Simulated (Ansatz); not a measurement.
# Ge2Sb2Te5: the cost of one run

Computed with Ansatz 0.2.0 (DFT PBE, scalar-relativistic, plane waves, PAW, unless a step's input says otherwise).

### 1 The system as given

Symmetry: P1, No. 1, triclinic system. Conventional cell: a = 11.950 Å, b = 11.950 Å, c = 11.950 Å, α = 90.00°, β = 90.00°, γ = 90.00°. Around Te (site symmetry 1) lie 4 Te at 2.77 to 3.17 Å and 1 Ge at 2.99 Å. Te (site symmetry 1) has 2 Ge at 2.92 to 3.03 Å and 1 Sb at 2.93 Å and 1 Te at 3.10 Å as nearest neighbours. Te (site symmetry 1) is surrounded by 3 Sb at 2.83 to 3.22 Å and 2 Ge at 2.95 to 3.01 Å and 1 Te at 3.12 Å. Te (site symmetry 1) is surrounded by 3 Te at 2.98 to 3.07 Å and 2 Sb at 3.05 to 3.13 Å. Around Te (site symmetry 1) lie 2 Sb at 2.93 to 3.12 Å and 4 Te at 2.97 to 3.11 Å. Te (site symmetry 1) has 3 Te at 2.85 to 3.11 Å and 3 Ge at 2.91 to 3.09 Å as nearest neighbours. Around Te (site symmetry 1) lie 3 Te at 2.78 to 3.10 Å and 3 Ge at 2.94 to 3.01 Å. Te (site symmetry 1) has 2 Ge at 2.89 to 3.08 Å and 2 Te at 3.05 to 3.07 Å as nearest neighbours. Only part of the 54 independent sites is listed.

Coordinates:

```
Te Ge Sb
1.0
    11.95000    0.00000    0.00000
     0.00000   11.95000    0.00000
     0.00000    0.00000   11.95000
Te Ge Sb
30 12 12
Direct
  0.75625 0.24086 0.24093
  0.25253 0.74561 0.25069
  0.49942 0.99686 0.00995
  0.24391 0.24826 0.49405
  0.50265 0.24553 0.74712
  0.50494 0.49641 0.00117
  0.25809 0.74202 0.99123
  0.24458 0.50530 0.50231
  0.74475 0.99662 0.49355
  0.49918 0.49086 0.50395
  0.75792 0.00909 0.25470
  0.25920 0.24036 0.99578
  0.75932 0.25550 0.74821
  0.50887 0.50241 0.75636
  0.74587 0.49383 0.49888
  0.49273 0.74763 0.75924
  0.99663 0.99019 0.99090
  0.74339 0.50567 0.24725
  0.49581 0.24194 0.25963
  0.99848 0.99416 0.49119
  0.99111 0.49337 0.00354
  0.99299 0.74082 0.74981
  0.24498 0.50995 0.99245
  0.25058 0.75548 0.74819
  0.00975 0.24956 0.74484
  0.49821 0.24074 0.49842
  0.49497 0.25779 0.00662
  0.24997 0.24063 0.24509
  0.74485 0.24416 0.99463
  0.75739 0.74283 0.99103
  0.25856 0.50131 0.75981
  0.74806 0.50802 0.00308
  0.50582 0.75489 0.24989
  0.74186 0.99422 0.75748
  0.75800 0.75849 0.49673
  0.00314 0.50599 0.50285
  0.00630 0.75056 0.00309
  0.50372 0.74537 0.00846
  0.50913 0.49149 0.25942
  0.75924 0.25337 0.49089
  0.00798 0.74255 0.25937
  0.25334 0.99121 0.99335
  0.75270 0.75138 0.25493
  0.00855 0.49437 0.74007
  0.25845 0.99026 0.25753
  0.24232 0.25620 0.75566
  0.50756 0.00101 0.50757
  0.49403 0.00343 0.24661
  0.00784 0.75547 0.49943
  0.00053 0.99053 0.74068
  0.75189 0.99978 0.00729
  0.25216 0.99278 0.49725
  0.50535 0.00046 0.74021
  0.75675 0.50655 0.74170
```

### 2 Molecular dynamics: Ge2Sb2Te5, no spin

The input, input.yaml:

```yaml
crystal:
  lattice:
    - [11.95, 0.0, 0.0]
    - [0.0, 11.95, 0.0]
    - [0.0, 0.0, 11.95]
  atoms:
    - { symbol: Te, position: [0.7562518464, 0.2408647694, 0.24092644] }
    - { symbol: Te, position: [0.2525270149, 0.7456086642, 0.2506924359] }
    - { symbol: Te, position: [0.4994248017, -0.0031431347, 0.0099455775] }
    - { symbol: Te, position: [0.2439114699, 0.2482558931, 0.4940534123] }
    - { symbol: Te, position: [0.5026532996, 0.2455260967, 0.7471166151] }
    - { symbol: Te, position: [0.5049388536, 0.4964133781, 0.0011705797] }
    - { symbol: Te, position: [0.258086302, 0.7420195888, -0.0087677952] }
    - { symbol: Te, position: [0.2445773888, 0.5053032448, 0.5023086415] }
    - { symbol: Te, position: [0.7447483434, -0.0033786601, 0.4935507939] }
    - { symbol: Te, position: [0.499180375, 0.4908562238, 0.5039458376] }
    - { symbol: Te, position: [0.7579185556, 0.009094752, 0.2546975591] }
    - { symbol: Te, position: [0.2591973518, 0.2403637505, -0.0042200706] }
    - { symbol: Te, position: [0.7593201351, 0.2555047887, 0.7482085536] }
    - { symbol: Te, position: [0.5088661673, 0.5024102094, 0.756358556] }
    - { symbol: Te, position: [0.7458682051, 0.4938283041, 0.4988828448] }
    - { symbol: Te, position: [0.4927287525, 0.7476326927, 0.7592362724] }
    - { symbol: Te, position: [-0.0033738554, -0.0098120707, -0.0091040561] }
    - { symbol: Te, position: [0.7433913409, 0.5056749135, 0.2472544853] }
    - { symbol: Te, position: [0.4958066847, 0.2419420443, 0.259634973] }
    - { symbol: Te, position: [-0.0015209496, -0.0058416632, 0.4911867905] }
    - { symbol: Te, position: [-0.0088945875, 0.4933734054, 0.0035365424] }
    - { symbol: Te, position: [-0.0070071893, 0.7408178473, 0.7498133523] }
    - { symbol: Te, position: [0.244981173, 0.5099527305, -0.0075545348] }
    - { symbol: Te, position: [0.2505848317, 0.7554758425, 0.7481864246] }
    - { symbol: Te, position: [0.0097531477, 0.2495552393, 0.7448372433] }
    - { symbol: Te, position: [0.4982124498, 0.2407373837, 0.4984244192] }
    - { symbol: Te, position: [0.4949717195, 0.2577860083, 0.0066209424] }
    - { symbol: Te, position: [0.2499715944, 0.2406330071, 0.2450878732] }
    - { symbol: Te, position: [0.7448477825, 0.2441613099, -0.0053706669] }
    - { symbol: Te, position: [0.7573941903, 0.7428340354, -0.0089745255] }
    - { symbol: Ge, position: [0.2585606635, 0.501306884, 0.7598114143] }
    - { symbol: Ge, position: [0.7480592413, 0.5080190432, 0.0030794693] }
    - { symbol: Ge, position: [0.5058171545, 0.7548945257, 0.2498857605] }
    - { symbol: Ge, position: [0.7418581723, -0.0057815741, 0.7574761246] }
    - { symbol: Ge, position: [0.7579952371, 0.7584915474, 0.4967317917] }
    - { symbol: Ge, position: [0.00313818, 0.5059900932, 0.5028498784] }
    - { symbol: Ge, position: [0.0062965234, 0.7505604779, 0.0030946438] }
    - { symbol: Ge, position: [0.503719197, 0.7453659809, 0.0084559993] }
    - { symbol: Ge, position: [0.5091255812, 0.4914876114, 0.2594217655] }
    - { symbol: Ge, position: [0.7592354763, 0.2533670377, 0.4908908794] }
    - { symbol: Ge, position: [0.0079793944, 0.7425526558, 0.2593706993] }
    - { symbol: Ge, position: [0.2533437983, -0.0087903378, -0.0066546877] }
    - { symbol: Sb, position: [0.7527037958, 0.7513841187, 0.2549298911] }
    - { symbol: Sb, position: [0.0085496189, 0.4943708293, 0.7400654605] }
    - { symbol: Sb, position: [0.2584472399, -0.0097377945, 0.2575284717] }
    - { symbol: Sb, position: [0.2423177994, 0.2561974468, 0.7556593946] }
    - { symbol: Sb, position: [0.5075575574, 0.0010121679, 0.5075741494] }
    - { symbol: Sb, position: [0.494033389, 0.0034296359, 0.2466128623] }
    - { symbol: Sb, position: [0.0078350005, 0.7554714772, 0.4994302024] }
    - { symbol: Sb, position: [0.0005281729, -0.0094721308, 0.740683663] }
    - { symbol: Sb, position: [0.7518897368, -0.0002233755, 0.0072943965] }
    - { symbol: Sb, position: [0.252162503, -0.0072247657, 0.4972513937] }
    - { symbol: Sb, position: [0.5053515898, 0.0004597258, 0.7402110254] }
    - { symbol: Sb, position: [0.7567537793, 0.5065512295, 0.7417028202] }
scf:
  occupations: { method: gaussian, width: 0.1 }
output:
  forces: true
hamiltonian:
  xc: pbe
basis:
  ecutwfc: 300
kpoints:
  mp_grid: { grid: [1, 1, 1] }
md:
  timestep: 3.0
  n_steps: 220
  ensemble: nvt_langevin
  temperature: 2500.0
  initial_velocities: maxwell_boltzmann
  seed: 4
```

Launch:

```console
$ ansatz run input.yaml --threads 16 --pin off --max-ram 16384MiB --backend cpu --events-out ev --progress --plain --runs-dir out
```

Q: Estimate wall time and peak memory on 16 threads of Arm Neoverse N1, shared host.

About 26 min, with a peak of 2.1 GiB.
